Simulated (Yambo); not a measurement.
Here is a Yambo 5.3.0 calculation.

optics0.in

```
optics
chi
Chimod= "IP"
% BndsRnXd
 1 | 24 |
%
% LongDrXd
 1 | 1 | 1 |
%
% QpntsRXd
 1 | 1 |
%
% EnRngeXd
 0 | 20 | eV
%
% DmRngeXd
 0.2 | 0.2 | eV
%
ETStpsXd= 300
```

File scf.in:

```
&CONTROL
  calculation = 'scf'
  prefix = 'pwscf'
  outdir = './tmp'
  pseudo_dir = './pseudo'
/
&SYSTEM
  ibrav = 0
  nat = 2
  ntyp = 2
  ecutwfc = 84
  nbnd = 15
  occupations = 'smearing'
  smearing = 'fd'
  degauss = 0.00367493
  force_symmorphic = .true.
/
&ELECTRONS
  conv_thr = 4d-10
  electron_maxstep = 120
  mixing_beta = 0.5
/
ATOMIC_SPECIES
Ta   180.9479 Ta.upf
N     14.0070 N.upf
CELL_PARAMETERS angstrom
   0.0000000000    2.2113230000    2.2113230000
   2.2113230000    0.0000000000    2.2113230000
   2.2113230000    2.2113230000    0.0000000000
ATOMIC_POSITIONS crystal
Ta     0.5000000000    0.5000000000    0.5000000000
N      0.0000000000    0.0000000000    0.0000000000
K_POINTS automatic
20 20 20 0 0 0
```

File nscf.in:

```
&CONTROL
  calculation = 'nscf'
  prefix = 'pwscf'
  outdir = './tmp'
  pseudo_dir = './pseudo'
/
&SYSTEM
  ibrav = 0
  nat = 2
  ntyp = 2
  ecutwfc = 84
  nbnd = 39
  occupations = 'smearing'
  smearing = 'fd'
  degauss = 0.00367493
  force_symmorphic = .true.
/
&ELECTRONS
  conv_thr = 1d-08
  diago_full_acc = .true.
  diago_thr_init = 1d-06
/
ATOMIC_SPECIES
Ta   180.9479 Ta.upf
N     14.0070 N.upf
CELL_PARAMETERS angstrom
   0.0000000000    2.2113230000    2.2113230000
   2.2113230000    0.0000000000    2.2113230000
   2.2113230000    2.2113230000    0.0000000000
ATOMIC_POSITIONS crystal
Ta     0.5000000000    0.5000000000    0.5000000000
N      0.0000000000    0.0000000000    0.0000000000
K_POINTS automatic
20 20 20 0 0 0
```

Potentials or basis: PseudoDojo 0.4.1 SR PBEsol standard.

Launch:

```console
$ OMP_NUM_THREADS=1 pw.x -in scf.in > scf.out
$ OMP_NUM_THREADS=1 pw.x -in nscf.in > nscf.out
$ cd tmp/pwscf.save; p2y; mv SAVE ../..; cd ../..
$ OMP_NUM_THREADS=1 yambo
$ OMP_NUM_THREADS=1 yambo -F optics0.in -J optics0 -C optics0_out
```

(1) What does it give for the band gap on the k mesh, mean-field level?

Answers

(1) none (metal or under the smearing width).

Caveat: the ground state has no gap, which makes the many-body step unreliable.
